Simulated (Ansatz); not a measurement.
# C2H2BFO2: how energies converge with the basis set

The task here is to estimate one member of a computed series from the others.

Computed with Ansatz 0.2.0, Gaussian basis. Level: one geometry, several basis sets.

Plan: PBE0-D4/def2-SVP; ωB97M-V/def2-SVP; PBE0-D4/def2-QZVPP; ωB97M-V/def2-QZVPP; the functionals' def2-TZVPP values are taken from earlier runs.

**The relaxed structure**

The geometry comes from an earlier relaxation with PBE0-D4 in a triple-zeta def2 set; it is a stationary point, not always the lowest conformer.

SMILES `OB(F)C1=CO1`, 8 atoms, charge 0, spin multiplicity 1.

Atoms are counted from 1 here; the program's logs count them from 0.

Bond lengths: O1–B2 1.354 Å, O1–H7 0.961 Å, B2–F3 1.333 Å, B2–C4 1.506 Å, C4–C5 1.296 Å, C4–O6 1.736 Å, C5–O6 1.306 Å, C5–H8 1.084 Å. Angles: B2–O1–H7 112.8°, O1–B2–F3 121.0°, O1–B2–C4 118.8°, F3–B2–C4 120.1°, B2–C4–C5 178.6°, B2–C4–O6 130.3°, C5–C4–O6 48.4°, C4–C5–O6 83.7°, C4–C5–H8 146.2°, O6–C5–H8 130.1°, C4–O6–C5 47.9°.

Set-up of the first run:

Input file in.yaml:

```yaml
crystal:
  periodic: [false, false, false]
  atoms:
    - {symbol: O, position_ang: [1.902456, 0.015636, -0.605078]}
    - {symbol: B, position_ang: [0.866117, 0.403987, 0.175699]}
    - {symbol: F, position_ang: [1.034164, 1.306601, 1.141893]}
    - {symbol: C, position_ang: [-0.490895, -0.202751, -0.064402]}
    - {symbol: C, position_ang: [-1.669776, -0.709724, -0.246841]}
    - {symbol: O, position_ang: [-2.001508, 0.071768, 0.745549]}
    - {symbol: H, position_ang: [2.725809, 0.456487, -0.377142]}
    - {symbol: H, position_ang: [-2.274168, -1.399202, -0.825478]}
basis:
  gaussian: {orbitals: def2-SVP}
hamiltonian: {xc: pbe0, dispersion: d4}
output: {orbitals: {seedname: orbitals}}
```

Command:

```
> ansatz run in.yaml --threads 2 --pin off --events-out ev --progress --plain --max-ram 4352MiB
```

Among the steps run: PBE0-D4 in def2-SVP; ωB97M-V in def2-SVP; PBE0-D4 in def2-QZVPP; ωB97M-V in def2-QZVPP.

One table of the session follows, with a row left open; its other results are not shown here.

It belongs to the step «Functionals by basis». 

```
functional       basis  HOMO (eV)
   PBE0-D4    def2-SVP      -6.45
   PBE0-D4  def2-TZVPP          ?
   PBE0-D4  def2-QZVPP      -6.67
   ωB97M-V    def2-SVP      -8.65
   ωB97M-V  def2-TZVPP      -8.84
   ωB97M-V  def2-QZVPP      -8.89
```

**Question.** Estimate the row for PBE0-D4, def2-TZVPP.

As computed: HOMO (eV): -6.62. In the column «HOMO (eV)» it lies between PBE0-D4, def2-QZVPP (-6.67) and PBE0-D4, def2-SVP (-6.45).
